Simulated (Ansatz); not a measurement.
# CH₆NPSi: a ladder of functionals and wavefunction methods

One table from this session's results is given with a row withheld; the runs are named, their logs left out.

The runs use Ansatz 0.2.0, Gaussian basis; functionals in def2-TZVPP, the program's frozen cores in correlated methods.

The runs, in order: LDA (SPW92), PBE-D4, revPBE-D4, BLYP-D4, r2SCAN-D4, B97M-V, PBE0-D4, B3LYP-D4, r2SCANh-D4, r2SCAN0-D4, HSE06-D4, BHLYP-D4, CAM-B3LYP-D4, LC-ωPBE, ωB97X-V, ωB97M-V, B2PLYP, PBE-QIDH; CCSD(T)/def2-SVP; CCSD(T)/def2-TZVPP; MP2/def2-QZVPP; extrapolation to the limit; RPA on PBE.

## The relaxed structure

An earlier PBE0-D4 in a triple-zeta def2 set relaxation fixed the geometry.

10 atoms, charge 0, spin multiplicity 1.

Atoms are counted from 1 here; the program's logs count them from 0.

Bond lengths: C1–Si2 1.855 Å, C1–H5 1.093 Å, C1–H6 1.091 Å, C1–H7 1.092 Å, Si2–N3 1.721 Å, Si2–P4 2.182 Å, Si2–H8 1.484 Å, N3–P4 1.793 Å, N3–H9 1.007 Å, P4–H10 1.429 Å. Angles: Si2–C1–H5 110.4°, Si2–C1–H6 110.0°, Si2–C1–H7 110.8°, H5–C1–H6 108.7°, H5–C1–H7 108.1°, H6–C1–H7 108.8°, C1–Si2–N3 116.7°, C1–Si2–P4 126.4°, C1–Si2–H8 113.1°, N3–Si2–P4 53.1°, N3–Si2–H8 118.1°, P4–Si2–H8 116.2°, Si2–N3–P4 76.8°, Si2–N3–H9 129.8°, P4–N3–H9 117.2°, Si2–P4–N3 50.1°, Si2–P4–H10 98.1°, N3–P4–H10 97.2°.

Set-up of the first run:

in.yaml

```yaml
crystal:
  periodic: [false, false, false]
  atoms:
    - {symbol: C, position_ang: [-1.234253, 0.480799, -0.753178]}
    - {symbol: Si, position_ang: [0.114211, -0.642961, -0.154690]}
    - {symbol: N, position_ang: [0.760135, -0.310964, 1.405256]}
    - {symbol: P, position_ang: [2.165148, -0.067917, 0.318777]}
    - {symbol: H, position_ang: [-2.200484, 0.165865, -0.349558]}
    - {symbol: H, position_ang: [-1.037764, 1.504347, -0.430343]}
    - {symbol: H, position_ang: [-1.299092, 0.461057, -1.843559]}
    - {symbol: H, position_ang: [-0.096219, -2.061662, -0.537452]}
    - {symbol: H, position_ang: [0.889166, -0.924280, 2.194023]}
    - {symbol: H, position_ang: [2.022251, 1.344417, 0.153523]}
basis:
  gaussian: {orbitals: def2-TZVPP}
hamiltonian: {xc: lda}
output: {orbitals: {seedname: orbitals}}
```

The run is started by

```bash
ansatz run in.yaml --threads 2 --pin off --events-out ev --progress --plain --max-ram 4352MiB
```

Among the steps run: LDA; PBE-D4 (GGA); revPBE-D4 (GGA); BLYP-D4 (GGA); r2SCAN-D4 (meta-GGA); B97M-V (meta-GGA); B3LYP-D4 (hybrid); r2SCANh-D4 (hybrid); r2SCAN0-D4 (hybrid); HSE06-D4 (hybrid); BHLYP-D4 (hybrid); CAM-B3LYP-D4 (range-separated); LC-ωPBE (range-separated); ωB97X-V (range-separated); ωB97M-V (range-separated); B2PLYP (double hybrid); PBE-QIDH (double hybrid).

One table of the session follows, with a row left open; its other results are not shown here.

It belongs to the step «Orbital energies across the functionals». 

```
  functional  HOMO (eV)  gap (eV)
 LDA (SPW92)      -5.70      4.50
      PBE-D4      -5.59      4.56
   revPBE-D4          ?         ?
     BLYP-D4      -5.44      4.54
   r2SCAN-D4      -5.84      5.06
      B97M-V      -5.91      5.09
     PBE0-D4      -6.81      6.67
    B3LYP-D4      -6.58      6.22
  r2SCANh-D4      -6.30      5.83
  r2SCAN0-D4      -6.97      6.97
    HSE06-D4      -6.41      5.89
    BHLYP-D4      -7.82      8.63
CAM-B3LYP-D4      -8.10      9.01
     LC-ωPBE      -9.43     11.45
     ωB97X-V      -9.09     11.02
     ωB97M-V      -8.93     10.63
```

Q: Estimate the row for revPBE-D4 from the others.

The run gave: HOMO (eV): -5.55; gap (eV): 4.59. In the column «HOMO (eV)» it lies between PBE-D4 (-5.59) and BLYP-D4 (-5.44).
